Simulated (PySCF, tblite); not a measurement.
# C6H7FO: dynamics, then NMR shifts on frames, part 2 of 2

tblite 0.8.0 and PySCF 2.14.0. Atoms count from 0. The steps go on from the part before.

## Step 5: Shielding tensors: 625 fs, PBE0/pcSseg-1

Job settings and geometry (Å):

```
{"job": {"kind": "nmr", "xc": "PBE0", "basis": "pcSseg-1", "pop": false}, "charge": 0, "multiplicity": 1}
C     -1.710000     2.506500    -0.333500
C     -0.843400     1.595400    -0.745500
C     -0.510200     0.511000     0.109300
C      0.281000    -0.482700    -0.390500
C      0.797400    -1.740700     0.177800
C     -0.948300     0.299100     1.498400
O     -1.423100    -0.677000     1.989000
F     -0.830200     1.432700     2.324500
H     -1.963700     3.362100    -1.097400
H     -2.235600     2.625000     0.724500
H     -0.419300     1.453400    -1.673300
H      0.509800    -0.382900    -1.464800
H      1.507700    -2.259100    -0.432000
H      1.297300    -1.533800     1.096100
H     -0.101100    -2.416300     0.409000
```

With the program's defaults for keys left out, this is: GIAO PBE0/pcSseg-1 NMR shielding, non-relativistic, gas phase.

The program printed:

```text
coarse grid: 13032 points
cycle   1  E = -407.1324246107  dE =  1.162e+00  |g| = 9.155e-01  |ddm| = 3.571e+00
cycle   2  E = -406.7085374841  dE =  4.239e-01  |g| = 1.788e+00  |ddm| = 1.729e+00
cycle   3  E = -407.2799627066  dE = -5.714e-01  |g| = 2.756e-01  |ddm| = 1.252e+00
cycle   4  E = -407.2934854792  dE = -1.352e-02  |g| = 8.594e-02  |ddm| = 2.543e-01
cycle   5  E = -407.2944813373  dE = -9.959e-04  |g| = 2.757e-02  |ddm| = 6.008e-02
cycle   6  E = -407.2946486161  dE = -1.673e-04  |g| = 5.613e-03  |ddm| = 2.696e-02
cycle   7  E = -407.2946534262  dE = -4.810e-06  |g| = 2.972e-03  |ddm| = 6.708e-03
final grid: 127664 points
cycle   8  E = -407.3601871714  dE = -1.479e-05  |g| = 1.408e-02  |ddm| = 3.120e-02
cycle   9  E = -407.3600758936  dE =  1.113e-04  |g| = 2.718e-02  |ddm| = 2.938e-02
cycle  10  E = -407.3602282303  dE = -1.523e-04  |g| = 2.459e-03  |ddm| = 2.000e-02
cycle  11  E = -407.3602294436  dE = -1.213e-06  |g| = 4.693e-04  |ddm| = 1.869e-03
cycle  12  E = -407.3602294733  dE = -2.971e-08  |g| = 2.459e-04  |ddm| = 5.691e-04
cycle  13  E = -407.3602294856  dE = -1.230e-08  |g| = 5.942e-05  |ddm| = 2.158e-04
cycle  14  E = -407.3602294862  dE = -6.244e-10  |g| = 2.566e-05  |ddm| = 6.184e-05
converged SCF energy = -407.3602294862

GIAO shielding tensors (ppm)
atom      isotropic    diamagn.    paramagn.     s11        s22        s33       span
  0 C       54.411     252.011    -197.600    -41.583     52.996    151.821    193.403
  1 C       50.684     250.604    -199.920    -60.487     66.295    146.246    206.733
  2 C       45.954     265.737    -219.784    -55.428     60.657    132.632    188.061
  3 C       25.938     257.570    -231.631    -76.492      8.247    146.060    222.552
  4 C      168.852     248.581     -79.729    154.474    169.083    182.998     28.524
  5 C       16.932     249.668    -232.736   -100.810     42.897    108.710    209.520
  6 O     -154.038     403.178    -557.216   -407.796   -290.201    235.884    643.680
  7 F       90.944     478.775    -387.831   -168.017    160.739    280.109    448.126
  8 H       24.952      24.355       0.597     22.952     23.590     28.313      5.361
  9 H       23.526      26.618      -3.093     21.074     22.342     27.161      6.087
 10 H       25.661      33.814      -8.153     22.634     24.734     29.615      6.981
 11 H       24.922      34.321      -9.399     22.380     22.970     29.416      7.035
 12 H       30.018      29.440       0.578     26.035     28.143     35.876      9.841
 13 H       30.125      30.989      -0.864     25.721     29.800     34.854      9.133
 14 H       27.607      28.088      -0.482     22.583     26.977     33.259     10.676
```

It took 48 s on 1 thread of AMD EPYC, shared host; peak memory 0.8 GiB.

Key values: δ C5 170.0, C3 161.0, C2 141.0, C1 136.2, H9 8.19, H11 6.79 ppm.

## Step 6: Shielding tensors: 800 fs, PBE0/pcSseg-1

Job settings and geometry (Å):

```
{"job": {"kind": "nmr", "xc": "PBE0", "basis": "pcSseg-1", "pop": false}, "charge": 0, "multiplicity": 1}
C     -2.224600     2.237500     0.162200
C     -1.028200     1.646500    -0.205000
C     -0.439200     0.372300     0.226900
C      0.313100    -0.289300    -0.593400
C      1.155100    -1.490600    -0.352700
C     -0.695500    -0.071800     1.639500
O     -0.599000    -1.182900     2.075100
F     -1.235200     0.836400     2.459700
H     -2.670600     3.136500    -0.209600
H     -2.816700     1.737800     0.902100
H     -0.276000     2.185300    -0.919900
H      0.548600     0.017100    -1.640900
H      2.127700    -1.407300     0.181200
H      0.513400    -2.259000     0.020300
H      1.463100    -1.867600    -1.399600
```

Level: GIAO PBE0/pcSseg-1 NMR shielding, non-relativistic, gas phase.

The program printed:

```text
coarse grid: 13032 points
cycle   1  E = -407.1267805447  dE =  1.158e+00  |g| = 9.239e-01  |ddm| = 3.561e+00
cycle   2  E = -406.6513913214  dE =  4.754e-01  |g| = 1.845e+00  |ddm| = 1.937e+00
cycle   3  E = -407.2792010160  dE = -6.278e-01  |g| = 2.692e-01  |ddm| = 1.475e+00
cycle   4  E = -407.2920283562  dE = -1.283e-02  |g| = 8.420e-02  |ddm| = 2.622e-01
cycle   5  E = -407.2929656180  dE = -9.373e-04  |g| = 2.528e-02  |ddm| = 5.974e-02
cycle   6  E = -407.2931049728  dE = -1.394e-04  |g| = 5.498e-03  |ddm| = 2.640e-02
cycle   7  E = -407.2931100383  dE = -5.066e-06  |g| = 2.067e-03  |ddm| = 5.070e-03
final grid: 127664 points
cycle   8  E = -407.3587269367  dE = -1.688e-05  |g| = 1.232e-02  |ddm| = 3.029e-02
cycle   9  E = -407.3586465342  dE =  8.040e-05  |g| = 2.389e-02  |ddm| = 2.670e-02
cycle  10  E = -407.3587569111  dE = -1.104e-04  |g| = 2.451e-03  |ddm| = 1.783e-02
cycle  11  E = -407.3587581659  dE = -1.255e-06  |g| = 3.129e-04  |ddm| = 1.872e-03
cycle  12  E = -407.3587581764  dE = -1.045e-08  |g| = 1.491e-04  |ddm| = 3.121e-04
cycle  13  E = -407.3587581800  dE = -3.624e-09  |g| = 2.724e-05  |ddm| = 1.242e-04
cycle  14  E = -407.3587581801  dE = -1.259e-10  |g| = 1.600e-05  |ddm| = 3.738e-05
converged SCF energy = -407.3587581801

GIAO shielding tensors (ppm)
atom      isotropic    diamagn.    paramagn.     s11        s22        s33       span
  0 C       49.732     253.318    -203.586    -67.778     48.766    168.209    235.987
  1 C       33.293     253.000    -219.707    -80.602     45.053    135.427    216.029
  2 C       58.589     261.844    -203.255    -28.554     71.065    133.256    161.811
  3 C       34.708     255.731    -221.023    -60.048      8.350    155.820    215.868
  4 C      164.690     246.302     -81.612    143.454    167.750    182.866     39.411
  5 C       18.915     247.420    -228.505    -94.634     51.162    100.218    194.852
  6 O     -147.487     403.208    -550.695   -405.383   -293.326    256.248    661.631
  7 F      126.775     476.321    -349.546    -90.800    211.867    259.257    350.057
  8 H       25.213      28.209      -2.996     22.425     25.665     27.549      5.124
  9 H       25.819      31.596      -5.777     21.720     25.165     30.572      8.852
 10 H       23.910      28.577      -4.667     21.252     23.298     27.181      5.929
 11 H       23.896      32.701      -8.804     19.720     22.053     29.917     10.197
 12 H       28.768      28.066       0.701     25.006     26.911     34.386      9.379
 13 H       28.923      30.043      -1.120     23.951     28.707     34.112     10.160
 14 H       28.408      27.634       0.774     24.048     27.412     33.765      9.717
```

Wall time 45 s (1 thread of AMD EPYC, shared host); peak memory 0.81 GiB.

This run: δ C5 168.0, C1 153.6, C3 152.2, C0 137.2, H11 7.82, H10 7.81 ppm.

## Step 7: NMR shieldings: 1000 fs, PBE0/pcSseg-1

Job settings and geometry (Å):

```
{"job": {"kind": "nmr", "xc": "PBE0", "basis": "pcSseg-1", "pop": false}, "charge": 0, "multiplicity": 1}
C     -2.300400     1.841000     0.495500
C     -1.120900     1.717600    -0.077200
C     -0.207200     0.570100     0.134700
C      0.886800     0.184500    -0.533500
C      1.895200    -0.835700    -0.169000
C     -0.547400    -0.364500     1.304700
O     -0.742300    -1.523600     1.339300
F     -0.578100     0.447600     2.447900
H     -2.887100     2.702400     0.385200
H     -2.744600     0.995900     1.025300
H     -0.660900     2.631500    -0.502100
H      1.124400     0.766200    -1.381900
H      1.932600    -1.045200     0.899500
H      1.659700    -1.867200    -0.665000
H      2.917500    -0.435200    -0.605800
```

Method: GIAO PBE0/pcSseg-1 NMR shielding, non-relativistic, gas phase.

The program printed:

```text
coarse grid: 13032 points
cycle   1  E = -407.1435091166  dE =  1.091e+00  |g| = 9.026e-01  |ddm| = 3.551e+00
cycle   2  E = -406.7631940017  dE =  3.803e-01  |g| = 1.724e+00  |ddm| = 1.511e+00
cycle   3  E = -407.2874820133  dE = -5.243e-01  |g| = 2.533e-01  |ddm| = 1.090e+00
cycle   4  E = -407.2989104837  dE = -1.143e-02  |g| = 8.332e-02  |ddm| = 2.236e-01
cycle   5  E = -407.2998640388  dE = -9.536e-04  |g| = 2.612e-02  |ddm| = 5.504e-02
cycle   6  E = -407.3000138120  dE = -1.498e-04  |g| = 5.064e-03  |ddm| = 2.546e-02
cycle   7  E = -407.3000182237  dE = -4.412e-06  |g| = 2.323e-03  |ddm| = 5.583e-03
final grid: 127664 points
cycle   8  E = -407.3665803668  dE = -2.380e-05  |g| = 1.237e-02  |ddm| = 3.168e-02
cycle   9  E = -407.3665093273  dE =  7.104e-05  |g| = 2.287e-02  |ddm| = 2.399e-02
cycle  10  E = -407.3666112055  dE = -1.019e-04  |g| = 2.545e-03  |ddm| = 1.550e-02
cycle  11  E = -407.3666125125  dE = -1.307e-06  |g| = 4.817e-04  |ddm| = 1.907e-03
cycle  12  E = -407.3666125458  dE = -3.333e-08  |g| = 2.105e-04  |ddm| = 4.746e-04
cycle  13  E = -407.3666125555  dE = -9.695e-09  |g| = 3.892e-05  |ddm| = 1.915e-04
cycle  14  E = -407.3666125558  dE = -2.841e-10  |g| = 1.956e-05  |ddm| = 4.497e-05
converged SCF energy = -407.3666125558

GIAO shielding tensors (ppm)
atom      isotropic    diamagn.    paramagn.     s11        s22        s33       span
  0 C       56.072     255.902    -199.830    -57.272     60.560    164.927    222.198
  1 C       48.711     250.027    -201.316    -64.688     59.110    151.712    216.400
  2 C       39.750     263.311    -223.561    -57.657     63.526    113.380    171.038
  3 C       45.242     254.273    -209.030    -59.953     32.789    162.891    222.844
  4 C      157.395     248.341     -90.946    144.441    154.729    173.015     28.575
  5 C       16.538     254.495    -237.957   -101.991     44.298    107.307    209.298
  6 O     -130.545     403.570    -534.114   -404.503   -224.775    237.644    642.146
  7 F       93.786     479.439    -385.653   -162.262    167.023    276.596    438.858
  8 H       26.155      28.553      -2.397     23.460     26.084     28.922      5.462
  9 H       25.913      31.249      -5.336     22.425     25.130     30.182      7.757
 10 H       24.760      29.372      -4.612     22.976     24.103     27.202      4.225
 11 H       26.101      34.513      -8.412     23.748     24.906     29.648      5.900
 12 H       29.138      30.072      -0.934     25.369     29.768     32.278      6.909
 13 H       27.237      27.237       0.001     23.520     25.309     32.882      9.362
 14 H       27.310      25.892       1.418     23.063     25.774     33.094     10.032
```

Wall time 43 s (1 thread of AMD EPYC, shared host); peak memory 0.8 GiB.

This run: δ C5 170.4, C2 147.2, C3 141.7, C1 138.2, H10 6.96, H9 5.80 ppm.

## Step 8: Side by side: NMR shifts

Shifts (ppm) of some atoms, chosen among heavy atoms and hydrogens apart, with basis size and wall time:

| frame | C3 | C1 | C2 | H9 | H13 | O6 | F7 | functions | time |
| --- | --- | --- | --- | --- | --- | --- | --- | --- | --- |
| 250 fs | 160.7 | 144.6 | 140.5 | 5.44 | 1.22 | 489.3 | 47.8 | 171 | 46 s |
| 425 fs | 139.3 | 142.5 | 138.2 | 6.16 | 2.05 | 554.4 | 96.5 | 171 | 45 s |
| 625 fs | 161.0 | 136.2 | 141.0 | 8.19 | 1.59 | 490.1 | 80.0 | 171 | 48 s |
| 800 fs | 152.2 | 153.6 | 128.3 | 5.90 | 2.79 | 483.6 | 44.2 | 171 | 45 s |
| 1000 fs | 141.7 | 138.2 | 147.2 | 5.80 | 4.48 | 466.6 | 77.2 | 171 | 43 s |

## Step 9: What came out

This closing draws on all 2 parts.

| quantity | value |
| --- | --- |
| thermostat | 400 K |
| mean temperature, second half | 456 K |
| mean potential energy above the minimum | 0.70 eV |
| 13C shifts against TMS (PBE0/pcSseg-1, 250 fs) | 170.7, 160.7, 144.6, 140.5, 122.4, 18.7 ppm |
| 1H shifts against TMS (PBE0/pcSseg-1, 250 fs) | 6.75, 6.60, 5.53, 5.44, 2.46, 2.37, 1.22 ppm |
| 17O shifts against H2O (PBE0/pcSseg-1, 250 fs) | 489.3 ppm |
| 19F shifts against CFCl3 (PBE0/pcSseg-1, 250 fs) | 47.8 ppm |
| range of the shift of O6 | 466.6 to 554.4 ppm |

In the second half the potential energy averages 0.70 eV above the minimum; equipartition over 39 harmonic modes at 400 K would give 0.67 eV. With 15 atoms the temperature swings widely (135 to 650 K). Shifts at one fixed geometry are not the observed spectrum, which averages over the motion. In the first frame run (250 fs): The largest span, 692 ppm, is at O6, where the paramagnetic term is -556 ppm. Across the 5 runs the shift of O6 moves most, between 466.6 (1000 fs) and 554.4 ppm (425 fs).
